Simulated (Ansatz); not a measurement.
This script drives Ansatz's Python interface.

`opt_ch8bpssi.py`:
```python
import ansatz
import numpy as np

geometry_ang = [
    ('C', [2.6047, 0.7208, 0.6082]),
    ('S', [1.0938, 0.2, 1.4782]),
    ('B', [0.3556, -0.6554, -0.033]),
    ('P', [-0.7623, 0.3287, -1.2606]),
    ('Si', [-2.6326, -0.5559, -0.4904]),
    ('H', [3.2544, 1.2756, 1.3157]),
    ('H', [2.3486, 1.3902, -0.24]),
    ('H', [3.1593, -0.166, 0.2353]),
    ('H', [0.5745, -1.7999, -0.2255]),
    ('H', [-0.8504, 1.5162, -0.4285]),
    ('H', [-2.706, -1.9691, -0.8898]),
    ('H', [-3.7822, 0.1727, -1.0465]),
    ('H', [-2.6572, -0.4579, 0.9769]),
]
molecule = ansatz.Crystal.molecule()
for symbol, xyz in geometry_ang:
    molecule = molecule.atom(symbol, xyz)

job = (
    molecule.calculation()
    .basis(gaussian='def2-SVP')
    .functional('PBE0')
)
symbols = [site.symbol for site in molecule.cartesian_sites]
start = np.array([site.position_ang for site in molecule.cartesian_sites], dtype=float)
def progress(event):
    if event['event'] == 'relax_step':
        row = event['data']
        print(f'step {row["step"]:3d}  E = {row["lagrangian_ev"]:.6f} eV  max force {row["allowed_force_max_ev_ang"]:.4f} eV/A')


r = job.relax(force_tolerance=0.02, max_steps=100).session().plan().execute(on_event=progress).report
end = np.array(r['positions_ang'])

print('reference energy %16.6f eV' % r['reference_energy_ev'])
print('total energy     %16.6f eV' % r['free_energy_ev'])
print('occupied (up, down):', r['n_occupied'], ' virtual:', r['n_virtual'], ' frozen:', r['n_frozen'])

print('final positions (A) and the move of each atom')
for symbol, xyz, old in zip(symbols, end, start):
    print(f'{symbol:2s} {xyz[0]:10.5f} {xyz[1]:10.5f} {xyz[2]:10.5f}   {np.linalg.norm(xyz - old):7.4f}')
with open('ch8bpssi_opt.xyz', 'w') as handle:
    handle.write(f'{len(symbols)}\nrelaxed CH8BPSSi\n')
    handle.writelines(f'{s:2s} {x:11.6f} {y:11.6f} {z:11.6f}\n' for s, (x, y, z) in zip(symbols, end))
```

It is started by `python opt_ch8bpssi.py`. How long does it take on 1 thread of Intel(R) Xeon(R) 6975P-C (Granite Rapids) (shared host), and how much memory does it need?

It took about 88 s, with a peak of 0.38 GiB, for 1 run of the engine.

`python opt_ch8bpssi.py` gives:
```text
step   1  E = -29822.199715 eV  max force 1.2017 eV/A
step   2  E = -29822.304062 eV  max force 0.6596 eV/A
step   3  E = -29822.340583 eV  max force 0.2466 eV/A
step   4  E = -29822.391930 eV  max force 0.4018 eV/A
step   5  E = -29822.500601 eV  max force 0.7988 eV/A
step   6  E = -29822.660914 eV  max force 0.9902 eV/A
step   7  E = -29822.827086 eV  max force 1.2502 eV/A
step   8  E = -29822.977367 eV  max force 0.7058 eV/A
step   9  E = -29823.076240 eV  max force 0.4940 eV/A
step  10  E = -29823.137234 eV  max force 0.3479 eV/A
step  11  E = -29823.173777 eV  max force 0.2658 eV/A
step  12  E = -29823.168828 eV  max force 0.2503 eV/A
step  13  E = -29823.185850 eV  max force 0.1257 eV/A
step  14  E = -29823.190254 eV  max force 0.0586 eV/A
step  15  E = -29823.193281 eV  max force 0.0550 eV/A
step  16  E = -29823.194723 eV  max force 0.0747 eV/A
step  17  E = -29823.195744 eV  max force 0.0596 eV/A
step  18  E = -29823.196076 eV  max force 0.0370 eV/A
step  19  E = -29823.196235 eV  max force 0.0201 eV/A
step  20  E = -29823.196285 eV  max force 0.0098 eV/A
reference energy    -29823.196317 eV
total energy        -29823.196317 eV
occupied (up, down): [32, 32]  virtual: [90, 90]  frozen: 0
final positions (A) and the move of each atom
C     2.84267    0.39200    0.77926    0.4405
S     1.30141    1.30557    0.46686    1.5127
B     0.30536    0.20862   -0.50049    0.9837
P    -1.33989    0.77852   -1.25679    0.7321
Si   -2.67133   -0.79980   -0.34930    0.2844
H     3.25554    0.74505    1.73364    0.6754
H     3.56813    0.59252   -0.02056    1.4737
H     2.64688   -0.68565    0.84134    0.9486
H     0.70351   -0.90361   -0.75592    1.0494
H    -1.67827    1.87222   -0.40565    0.9015
H    -2.29501   -2.09779   -0.98437    0.4409
H    -4.09166   -0.47882   -0.68338    0.8075
H    -2.54713   -0.92882    1.13535    0.5089
```

It writes `ch8bpssi_opt.xyz`:
```text
13
relaxed CH8BPSSi
C     2.842669    0.392003    0.779260
S     1.301406    1.305566    0.466857
B     0.305364    0.208618   -0.500491
P    -1.339889    0.778518   -1.256793
Si   -2.671334   -0.799804   -0.349300
H     3.255544    0.745049    1.733645
H     3.568129    0.592516   -0.020556
H     2.646876   -0.685649    0.841342
H     0.703509   -0.903610   -0.755918
H    -1.678265    1.872224   -0.405653
H    -2.295013   -2.097791   -0.984365
H    -4.091662   -0.478824   -0.683379
H    -2.547133   -0.928816    1.135352
```

Total energies depend on the basis set; only differences at equal settings carry meaning. The end point is the stationary point reached from this start; no frequency run checks that it is a minimum, and the basis set is modest.

(Lines on the test bed's own set-up are left out of the output.)
